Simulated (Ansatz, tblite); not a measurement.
# GeMeF3 (CH₃F₃Ge): one state, many levels

Aim: run the singlet of GeMeF3 (CH₃F₃Ge) at one geometry on many levels, and compare frontier levels, spin and run time.

The runs use Ansatz 0.2.0, Gaussian basis; as each input shows.

Levels to be run: GFN1-xTB, GFN2-xTB, PBE-D4/def2-TZVP, r2SCAN-D4/def2-TZVP, HF/def2-TZVP, ωB97M-V/def2-TZVP, B97M-V/def2-TZVP, PBE-D4/def2-SVP, PBE0-D4/def2-SVP, HF/STO-3G, CCSD(T)/def2-SVP, MP2/def2-TZVP.

2 further runs of the same task are left out: 2 set aside as unsound or not needed.

## 1. The relaxed structure

The singlet was relaxed beforehand with PBE-D4/def2-SVP.

8 atoms, charge 0, spin multiplicity 1.

Bond lengths: C1–Ge5 1.929 Å, C1–H6 1.106 Å, C1–H7 1.106 Å, C1–H8 1.106 Å, F2–Ge5 1.739 Å, F3–Ge5 1.739 Å, F4–Ge5 1.739 Å. Angles: Ge5–C1–H6 109.1°, Ge5–C1–H7 109.1°, Ge5–C1–H8 109.1°, H6–C1–H7 109.8°, H6–C1–H8 109.8°, H7–C1–H8 109.8°, C1–Ge5–F2 113.1°, C1–Ge5–F3 113.1°, C1–Ge5–F4 113.1°, F2–Ge5–F3 105.6°, F2–Ge5–F4 105.6°, F3–Ge5–F4 105.6°.

PBE0-D4/def2-TZVP was run before; its log isn't repeated, and its numbers join the tables.

## 2. GFN1-xTB

Tight binding, by tblite at 300 K electronic temperature and without a spin-polarisation term:

```python
tblite.interface.Calculator('GFN1-xTB', numbers, positions, charge=0, uhf=0).singlepoint()
```

Energy -568.2149 eV, HOMO -13.36 eV, LUMO -6.65 eV; 0.003 s.

## 3. GFN2-xTB

Tight binding, by tblite at 300 K electronic temperature and without a spin-polarisation term:

```python
tblite.interface.Calculator('GFN2-xTB', numbers, positions, charge=0, uhf=0).singlepoint()
```

Energy -542.0177 eV, HOMO -13.33 eV, LUMO -5.68 eV; 0.002 s.

## 4. PBE-D4/def2-TZVP

start.molden holds the orbitals of an earlier run on this state, given as this run's starting guess.

The input, in.yaml:

```yaml
crystal:
  periodic: [false, false, false]
  atoms:
    - {symbol: C, position_ang: [0.002195, -0.003382, 1.084325]}
    - {symbol: F, position_ang: [1.596382, -0.017797, -1.530005]}
    - {symbol: F, position_ang: [-0.783156, 1.401237, -1.520942]}
    - {symbol: F, position_ang: [-0.822486, -1.369105, -1.529099]}
    - {symbol: Ge, position_ang: [-0.001691, 0.002687, -0.844187]}
    - {symbol: H, position_ang: [-1.040414, 0.054899, 1.448896]}
    - {symbol: H, position_ang: [0.576082, 0.869273, 1.448273]}
    - {symbol: H, position_ang: [0.473078, -0.937813, 1.442749]}
basis:
  gaussian: {orbitals: def2-TZVP, initial_orbitals: start.molden}
hamiltonian: {xc: pbe, dispersion: d4}
scf: {omitted_lower_state_checks: [starts]}
output: {forces: true, orbitals: {seedname: orbitals}}
```

Launch:

```bash
$ ansatz run in.yaml --threads 2 --pin off --events-out ev --progress --plain --max-ram 4352MiB
```

What it wrote:

```text
Functional definition: PBE
  name "PBE"
  cite "Perdew, Burke & Ernzerhof, Phys. Rev. Lett. 77, 3865 (1996) doi:10.1103/PhysRevLett.77.3865"
  parent pbe
  parameter kappa = 0.804
  parameter beta = 0.06672455060314922
  exchange = pbe_x(kappa = kappa, mu = beta*pi^2/3)
  correlation = pbe_c(beta = beta)
these checks for a lower state are left out or cut short: starts
1138 factors; their error is unknown
mean field evaluation 1: about -65744.7375 eV, gradient 1.3e1 eV
mean field evaluation 2: about -65744.9083 eV, gradient 1.8e-1 eV
mean field evaluation 4: about -65744.8813 eV, gradient 2.5e-4 eV
mean field -65744.88130980 eV, -2416.0798246540 hartree, gradient 5.1e-6 eV, S^2 0.000000; 0 other end points of the search recorded, 0 dependent functions left out
the calculation of the forces begins
reference -65744.88133878 eV, -2416.0798257189 hartree; 34, 34 occupied and 156, 156 virtual orbitals, 1138 factors
Total energy: -65745.01966041 eV, -2416.0849089452 hartree
Atom 0 at     0.002195    -0.003382     1.084325 Å, force     0.000667    -0.001153     0.327967 eV/Å
Atom 1 at     1.596382    -0.017797    -1.530005 Å, force    -0.015060    -0.000666     0.003873 eV/Å
Atom 2 at    -0.783156     1.401237    -1.520942 Å, force     0.007942    -0.012997     0.004117 eV/Å
Atom 3 at    -0.822486    -1.369105    -1.529099 Å, force     0.007335     0.013328     0.003641 eV/Å
Atom 4 at    -0.001691     0.002687    -0.844187 Å, force    -0.000189    -0.000029    -0.007087 eV/Å
Atom 5 at    -1.040414     0.054899     1.448896 Å, force     0.291020    -0.017103    -0.111391 eV/Å
Atom 6 at     0.576082     0.869273     1.448273 Å, force    -0.161127    -0.242916    -0.111183 eV/Å
Atom 7 at     0.473078    -0.937813     1.442749 Å, force    -0.130588     0.261537    -0.109937 eV/Å
Dipole moment:     0.001545    -0.002329     0.755459 e Å
Checks for a lower state left out: starts
```

It took 2.5 s on 2 threads of Arm Neoverse V2, shared host.

From the report: HOMO -8.94 eV, LUMO -1.56 eV.

## 5. r2SCAN-D4/def2-TZVP

Changes to in.yaml since step 4:

```diff
@@ -13,4 +13,4 @@
   gaussian: {orbitals: def2-TZVP, initial_orbitals: start.molden}
-hamiltonian: {xc: pbe, dispersion: d4}
+hamiltonian: {xc: r2scan, dispersion: d4}
 scf: {omitted_lower_state_checks: [starts]}
-output: {forces: true, orbitals: {seedname: orbitals}}
+output: {orbitals: {seedname: orbitals}}
```

Launched as before.

What it wrote:

```text
Functional definition: r2SCAN
  name "r2SCAN"
  cite "Furness, Kaplan, Ning, Perdew & Sun, J. Phys. Chem. Lett. 11, 8208 (2020) doi:10.1021/acs.jpclett.0c02405"
  cite "Furness, Kaplan, Ning, Perdew & Sun, J. Phys. Chem. Lett. 11, 9248 (2020) doi:10.1021/acs.jpclett.0c03077"
  parent r2scan
  parameter k0 = 0.174
  parameter k1 = 0.065
  parameter a1 = 4.9479
  exchange = r2scan_x(k0 = k0, k1 = k1, a1 = a1)
  correlation = r2scan_c
these checks for a lower state are left out or cut short: starts
1138 factors; their error is unknown
mean field evaluation 1: about -65758.5052 eV, gradient 7.2e0 eV
mean field evaluation 2: about -65758.5421 eV, gradient 5.2e-2 eV
mean field evaluation 4: about -65758.5236 eV, gradient 1.2e-4 eV
mean field -65758.52361586 eV, -2416.5811701546 hartree, gradient 1.0e-5 eV, S^2 0.000000; 0 other end points of the search recorded, 0 dependent functions left out
reference -65758.52362413 eV, -2416.5811704586 hartree; 34, 34 occupied and 156, 156 virtual orbitals, 1138 factors
Total energy: -65758.55650818 eV, -2416.5823789250 hartree
Checks for a lower state left out: starts
```

It took 4 s on 2 threads of Arm Neoverse V2, shared host.

Report: HOMO -9.34 eV, LUMO -1.14 eV.

## 6. HF/def2-TZVP

Changes to in.yaml since step 5:

```diff
@@ -13,3 +13,3 @@
   gaussian: {orbitals: def2-TZVP, initial_orbitals: start.molden}
-hamiltonian: {xc: r2scan, dispersion: d4}
+hamiltonian: {xc: hf}
 scf: {omitted_lower_state_checks: [starts]}
```

Launched as before.

What it wrote:

```text
Functional definition: HF
  name "HF"
  cite "Fock, Z. Phys. 61, 126 (1930) doi:10.1007/BF01340294"
  parent pbe
  exchange = exact_x
  correlation = 0
these checks for a lower state are left out or cut short: starts
1421 factors; their error is unknown
mean field evaluation 1: about -65674.7498 eV, gradient 3.6e1 eV
mean field evaluation 2: about -65675.8722 eV, gradient 1.3e0 eV
mean field evaluation 4: about -65677.1352 eV, gradient 5.6e-1 eV
mean field -65677.13541929 eV, -2413.5902090975 hartree, gradient 2.6e-5 eV, S^2 0.000000; 0 other end points of the search recorded, 0 dependent functions left out
reference -65677.13541929 eV, -2413.5902090975 hartree; 34, 34 occupied and 156, 156 virtual orbitals, 1421 factors
Total energy: -65677.13541929 eV, -2413.5902090975 hartree
Checks for a lower state left out: starts
```

Run time: 1.8 s. Hardware: 2 threads of Arm Neoverse V2, shared host.

HOMO -14.17 eV, LUMO 2.91 eV.

## 7. ωB97M-V/def2-TZVP

Changes to in.yaml since step 6:

```diff
@@ -13,3 +13,3 @@
   gaussian: {orbitals: def2-TZVP, initial_orbitals: start.molden}
-hamiltonian: {xc: hf}
+hamiltonian: {xc: {name: wB97M-V}}
 scf: {omitted_lower_state_checks: [starts]}
```

Same command.

What it wrote, cut to the lines that bear on the results:

```text
Functional definition: wB97M-V
  name "wB97M-V"
  cite "Mardirossian & Head-Gordon, J. Chem. Phys. 144, 214110 (2016) doi:10.1063/1.4952647"
  cite "Becke, J. Chem. Phys. 107, 8554 (1997) doi:10.1063/1.475007"
  cite "Vydrov & Van Voorhis, J. Chem. Phys. 133, 244103 (2010) doi:10.1063/1.3521275"
  # Of w^i u^j: cxij and so on, Table III.
[...]
  gx(w, u) = 1 - cx + cx01*u + cx10*w
  gss(w, u) = css00 + css04*u^4 + css10*w + css20*w^2 + css43*w^4*u^3
  gos(w, u) = cos00 + cos10*w + (cos20 + cos21*u)*w^2 + (cos60 + cos61*u)*w^6
[...]
      + integral(e_c_pw_mod_opposite_spin*gos(b97_w_opposite, b97_u_opposite)) + vv10(b, c)
[...]
1166 factors; their error is unknown
243 factors; integrals over basis functions are off by at most 6.7e-6 eV
[...]
mean field -65757.01114381 eV, -2416.5255878321 hartree, gradient 1.3e-5 eV, S^2 0.000000; 0 other end points of the search recorded, 0 dependent functions left out
reference -65757.01117966 eV, -2416.5255891496 hartree; 34, 34 occupied and 156, 156 virtual orbitals, 1166 factors
Total energy: -65757.01117966 eV, -2416.5255891496 hartree
Checks for a lower state left out: starts
```

Run time: 9.5 s. Hardware: 2 threads of Arm Neoverse V2, shared host; peak memory 0.58 GiB.

From the report: HOMO -12.81 eV, LUMO 1.43 eV.

## 8. B97M-V/def2-TZVP

Changes to in.yaml since step 7:

```diff
@@ -13,3 +13,3 @@
   gaussian: {orbitals: def2-TZVP, initial_orbitals: start.molden}
-hamiltonian: {xc: {name: wB97M-V}}
+hamiltonian: {xc: {name: B97M-V}}
 scf: {omitted_lower_state_checks: [starts]}
```

Same command.

What it wrote, cut to the lines that bear on the results:

```text
Functional definition: B97M-V
  name "B97M-V"
  cite "Mardirossian & Head-Gordon, J. Chem. Phys. 142, 074111 (2015) doi:10.1063/1.4907719"
  cite "Becke, J. Chem. Phys. 107, 8554 (1997) doi:10.1063/1.475007"
  cite "Vydrov & Van Voorhis, J. Chem. Phys. 133, 244103 (2010) doi:10.1063/1.3521275"
  # Of w^i u^j: cxij and so on, Table III.
[...]
  gx(w, u) = cx00 + cx01*u + cx02*u^2 + (cx10 + cx11*u)*w
  gss(w, u) = css00 + css02*u^2 + css10*w + (css32*w^3 + css42*w^4)*u^2
  gos(w, u) = cos00 + cos01*u + cos03*u^3 + cos10*w + cos32*w^3*u^2
[...]
      + integral(e_c_pw_mod_opposite_spin*gos(b97_w_opposite, b97_u_opposite)) + vv10(b, c)
[...]
1138 factors; their error is unknown
[...]
mean field -65749.17001708 eV, -2416.2374317398 hartree, gradient 1.6e-5 eV, S^2 0.000000; 0 other end points of the search recorded, 0 dependent functions left out
reference -65749.17006147 eV, -2416.2374333707 hartree; 34, 34 occupied and 156, 156 virtual orbitals, 1138 factors
Total energy: -65749.17006147 eV, -2416.2374333707 hartree
Checks for a lower state left out: starts
```

It took 8.5 s on 2 threads of Arm Neoverse V2, shared host.

From the report: HOMO -9.42 eV, LUMO -1.26 eV.

## 9. PBE-D4/def2-SVP

Changes to in.yaml since step 8:

```diff
@@ -12,4 +12,4 @@
 basis:
-  gaussian: {orbitals: def2-TZVP, initial_orbitals: start.molden}
-hamiltonian: {xc: {name: B97M-V}}
+  gaussian: {orbitals: def2-SVP, initial_orbitals: start.molden}
+hamiltonian: {xc: pbe, dispersion: d4}
 scf: {omitted_lower_state_checks: [starts]}
```

Launched as before.

What it wrote:

```text
Functional definition: PBE
  name "PBE"
  cite "Perdew, Burke & Ernzerhof, Phys. Rev. Lett. 77, 3865 (1996) doi:10.1103/PhysRevLett.77.3865"
  parent pbe
  parameter kappa = 0.804
  parameter beta = 0.06672455060314922
  exchange = pbe_x(kappa = kappa, mu = beta*pi^2/3)
  correlation = pbe_c(beta = beta)
these checks for a lower state are left out or cut short: starts
1127 factors; their error is unknown
mean field evaluation 1: about -65725.7134 eV, gradient 1.4e1 eV
mean field evaluation 2: about -65726.1316 eV, gradient 3.0e-1 eV
mean field evaluation 4: about -65726.0624 eV, gradient 1.1e-1 eV
mean field -65726.06240811 eV, -2415.3882427728 hartree, gradient 2.6e-5 eV, S^2 0.000000; 0 other end points of the search recorded, 0 dependent functions left out
reference -65726.06244028 eV, -2415.3882439552 hartree; 34, 34 occupied and 69, 69 virtual orbitals, 1127 factors
Total energy: -65726.20076192 eV, -2415.3933271816 hartree
Checks for a lower state left out: starts
```

It took 1.1 s on 2 threads of Arm Neoverse V2, shared host.

From the report: HOMO -8.72 eV, LUMO -1.29 eV.

## 10. PBE0-D4/def2-SVP

Changes to in.yaml since step 9:

```diff
@@ -13,3 +13,3 @@
   gaussian: {orbitals: def2-SVP, initial_orbitals: start.molden}
-hamiltonian: {xc: pbe, dispersion: d4}
+hamiltonian: {xc: pbe0, dispersion: d4}
 scf: {omitted_lower_state_checks: [starts]}
```

Launched as before.

What it wrote:

```text
Functional definition: PBE0
  name "PBE0"
  cite "Adamo & Barone, J. Chem. Phys. 110, 6158 (1999) doi:10.1063/1.478522"
  cite "Perdew, Burke & Ernzerhof, Phys. Rev. Lett. 77, 3865 (1996) doi:10.1103/PhysRevLett.77.3865"
  parent pbe
  parameter a = 0.25
  parameter kappa = 0.804
  parameter beta = 0.06672455060314922
  exchange = (1 - a)*pbe_x(kappa = kappa, mu = beta*pi^2/3) + a*exact_x
  correlation = pbe_c(beta = beta)
these checks for a lower state are left out or cut short: starts
1000 factors; integrals over basis functions are off by at most 1.1e-3 eV
mean field evaluation 1: about -65727.3355 eV, gradient 1.2e1 eV
mean field evaluation 2: about -65727.5845 eV, gradient 1.7e-1 eV
mean field evaluation 4: about -65727.6793 eV, gradient 4.9e-4 eV
mean field -65727.67932309 eV, -2415.4476633024 hartree, gradient 1.4e-5 eV, S^2 0.000000; 0 other end points of the search recorded, 0 dependent functions left out
reference -65727.67934644 eV, -2415.4476641604 hartree; 34, 34 occupied and 69, 69 virtual orbitals, 1000 factors
Total energy: -65727.79540960 eV, -2415.4519294028 hartree
Checks for a lower state left out: starts
```

Run time: 1.6 s. Hardware: 2 threads of Arm Neoverse V2, shared host.

Report: HOMO -10.45 eV, LUMO -0.26 eV.

## 11. HF/STO-3G

Changes to in.yaml since step 10:

```diff
@@ -12,4 +12,4 @@
 basis:
-  gaussian: {orbitals: def2-SVP, initial_orbitals: start.molden}
-hamiltonian: {xc: pbe0, dispersion: d4}
+  gaussian: {orbitals: STO-3G}
+hamiltonian: {xc: hf}
 scf: {omitted_lower_state_checks: [starts]}
```

Launched as before.

What it wrote:

```text
Functional definition: HF
  name "HF"
  cite "Fock, Z. Phys. 61, 126 (1930) doi:10.1007/BF01340294"
  parent pbe
  exchange = exact_x
  correlation = 0
these checks for a lower state are left out or cut short: starts
515 factors; integrals over basis functions are off by at most 2.9e-5 eV
mean field evaluation 1: about -64897.0223 eV, gradient 2.8e1 eV
mean field evaluation 2: about -64897.1146 eV, gradient 2.8e1 eV
mean field evaluation 4: about -64901.1500 eV, gradient 2.1e0 eV
mean field evaluation 8: about -64901.1825 eV, gradient 3.9e-2 eV
mean field -64901.18248126 eV, -2385.0744645847 hartree, gradient 7.0e-5 eV, S^2 0.000000; 0 other end points of the search recorded, 0 dependent functions left out
reference -64901.18248126 eV, -2385.0744645847 hartree; 34, 34 occupied and 7, 7 virtual orbitals, 515 factors
Total energy: -64901.18248126 eV, -2385.0744645847 hartree
Checks for a lower state left out: starts
```

Run time: 0.2 s. Hardware: 2 threads of Arm Neoverse V2, shared host.

HOMO -10.07 eV, LUMO 10.28 eV.

## 12. CCSD(T)/def2-SVP

Changes to in.yaml since step 11:

```diff
@@ -12,4 +12,4 @@
 basis:
-  gaussian: {orbitals: STO-3G}
-hamiltonian: {xc: hf}
+  gaussian: {orbitals: def2-SVP, initial_orbitals: start.molden}
+correlation: {method: ccsd_t}
 scf: {omitted_lower_state_checks: [starts]}
```

Same command.

What it wrote, cut to the lines that bear on the results:

```text
Functional definition: HF
  name "HF"
  cite "Fock, Z. Phys. 61, 126 (1930) doi:10.1007/BF01340294"
  parent pbe
[...]
1000 factors; integrals over basis functions are off by at most 1.1e-3 eV
[...]
mean field -65658.07719406 eV, -2412.8898322384 hartree, gradient 2.5e-6 eV, S^2 0.000000; 0 other end points of the search recorded, 0 dependent functions left out
13 core orbitals not correlated: weight in the atoms' cores, before any rotation towards them, 1.000 or more for the frozen orbitals, at most 0.000 for the correlated occupied ones
reference -65658.07719406 eV, -2412.8898322384 hartree; 21, 21 occupied and 69, 69 virtual orbitals, 1000 factors
second order -25.27128263 eV of doubles, -0.00000000 eV of singles
cycle   1  -24.88930434 eV  change    3.8e-1 eV  update   1.2e-1
[...]
cycle   9  -25.59194082 eV  change    6.7e-7 eV  update   9.7e-6
perturbative correction -0.52373837 eV, -0.0192470300 hartree
Total energy: -65684.19287324 eV, -2413.8495657466 hartree
Checks for a lower state left out: starts
```

Run time: 11 s. Hardware: 2 threads of Arm Neoverse V2, shared host.

Report: Hartree-Fock HOMO -14.29 eV, LUMO 3.33 eV; T1 0.012.

## 13. MP2/def2-TZVP

Changes to in.yaml since step 12:

```diff
@@ -12,4 +12,4 @@
 basis:
-  gaussian: {orbitals: def2-SVP, initial_orbitals: start.molden}
-correlation: {method: ccsd_t}
+  gaussian: {orbitals: def2-TZVP, initial_orbitals: start.molden}
+correlation: {method: mp2}
 scf: {omitted_lower_state_checks: [starts]}
```

Same command.

What it wrote:

```text
Functional definition: HF
  name "HF"
  cite "Fock, Z. Phys. 61, 126 (1930) doi:10.1007/BF01340294"
  parent pbe
  exchange = exact_x
  correlation = 0
these checks for a lower state are left out or cut short: starts
1301 factors; integrals over basis functions are off by at most 9.8e-4 eV
mean field evaluation 1: about -65675.7869 eV, gradient 3.6e1 eV
mean field evaluation 2: about -65676.9036 eV, gradient 1.3e0 eV
mean field evaluation 4: about -65677.1361 eV, gradient 1.1e-2 eV
mean field evaluation 8: about -65677.1361 eV, gradient 1.8e-6 eV
mean field -65677.13614830 eV, -2413.5902358883 hartree, gradient 6.0e-6 eV, S^2 0.000000; 0 other end points of the search recorded, 0 dependent functions left out
13 core orbitals not correlated: weight in the atoms' cores, before any rotation towards them, 1.000 or more for the frozen orbitals, at most 0.000 for the correlated occupied ones
reference -65677.13614830 eV, -2413.5902358883 hartree; 21, 21 occupied and 156, 156 virtual orbitals, 1301 factors
second order -31.78232181 eV of doubles, -0.00000000 eV of singles
Total energy: -65708.91847011 eV, -2414.7582146721 hartree
Checks for a lower state left out: starts
```

It took 2.8 s on 2 threads of Arm Neoverse V2, shared host.

Hartree-Fock HOMO -14.17 eV, LUMO 2.91 eV.

## 14. Comparison

```tsv
level	functions	HOMO (eV)	LUMO (eV)	gap (eV)	time
HF/STO-3G	41	-10.07	10.28	20.35	0.2 s
HF/def2-TZVP	190	-14.17	2.91	17.08	1.8 s
PBE-D4/def2-SVP	103	-8.72	-1.29	7.42	1.1 s
PBE-D4/def2-TZVP	190	-8.94	-1.56	7.37	2.5 s
r2SCAN-D4/def2-TZVP	190	-9.34	-1.14	8.20	4 s
B97M-V/def2-TZVP	190	-9.42	-1.26	8.16	8.5 s
PBE0-D4/def2-SVP	103	-10.45	-0.26	10.19	1.6 s
PBE0-D4/def2-TZVP	190	-10.54	-0.48	10.06	3.2 s
ωB97M-V/def2-TZVP	190	-12.81	1.43	14.25	9.5 s
```

The pieces so far (eV):

```tsv
basis	HF	MP2 correlation	CCSD correlation	(T)	total
def2-SVP	-65658.0772	-25.2713	-25.5919	-0.5237	-65684.1929
def2-TZVP	-65677.1361	-31.7823			-65708.9185 (MP2)
```

The correlation energy is far from converged in these sets, so it jumps between bases; where outer-core shells are correlated, the sets cover them unevenly.

## 15. Binding energy

Free atoms were run apart at each level; binding is atoms less cluster, divided by the number of atoms, without zero-point or spin-orbit terms.

Differences are taken before rounding.

```tsv
method	binding an atom (eV)	from CCSD(T)/def2-SVP (eV)	time
HF/STO-3G	2.995	-0.723	0.2 s
HF/def2-SVP	2.846	-0.873	
HF/def2-TZVP	2.864	-0.854	1.8 s
PBE-D4/def2-SVP	4.034	+0.316	1.1 s
PBE-D4/def2-TZVP	4.017	+0.299	2.5 s
r2SCAN-D4/def2-TZVP	3.957	+0.239	4 s
B97M-V/def2-TZVP	3.952	+0.233	8.5 s
PBE0-D4/def2-SVP	3.905	+0.187	1.6 s
PBE0-D4/def2-TZVP	3.905	+0.187	3.2 s
ωB97M-V/def2-TZVP	3.929	+0.211	9.5 s
MP2/def2-SVP	3.839	+0.121	
MP2/def2-TZVP	3.974	+0.256	2.8 s
CCSD/def2-SVP	3.681	-0.037	
CCSD(T)/def2-SVP	3.718	0	11 s
```

Among the levels timed on like hardware and quicker than the yardstick, those that no quicker one beats, quickest first: HF/STO-3G (0.2 s, -0.723 eV); PBE-D4/def2-SVP (1.1 s, +0.316 eV); PBE0-D4/def2-SVP (1.6 s, +0.187 eV); PBE0-D4/def2-TZVP (3.2 s, +0.187 eV).

## 16. Outcome

```
                                                                  quantity                            value
gap in def2-TZVP, named functionals and Hartree-Fock, smallest and largest  7.37 eV (PBE-D4), 17.08 eV (HF)
                                      correlation energy, CCSD(T)/def2-SVP                        -26.12 eV
                                         correlation energy, MP2/def2-TZVP                        -31.78 eV
                                         binding an atom, CCSD(T)/def2-SVP                         3.718 eV
                           PBE0 total energy, smallest basis above largest   18.73 eV (def2-SVP, def2-TZVP)
```

**Reading.** Over the named functionals and Hartree-Fock in def2-TZVP the gap runs from 7.37 eV (PBE-D4) to 17.08 eV (HF); exact exchange widens it. A small miss in a minimal or small basis is a cancelling of errors, not accuracy. The functionals in def2-TZVP miss CCSD(T)/def2-SVP by +0.187 (PBE0-D4) to +0.299 eV (PBE-D4) an atom. The yardstick is in a double-zeta basis, so levels in larger sets aren't compared like for like. The reference is CCSD(T) in one finite basis, so it carries an error of its own, often a tenth of an eV or more, and near misses can't be ranked.

PBE0-D4/def2-TZVP reaches 0.187 eV from the reference in 3.2 s, where CCSD(T)/def2-SVP took 11 s; the quickest level in the cost chart, HF/STO-3G, takes 0.2 s and misses by 0.723 eV. The slowest run with a step of its own, CCSD(T)/def2-SVP, took 11 s; the quickest functional in def2-TZVP took 2.5 s (shared host).
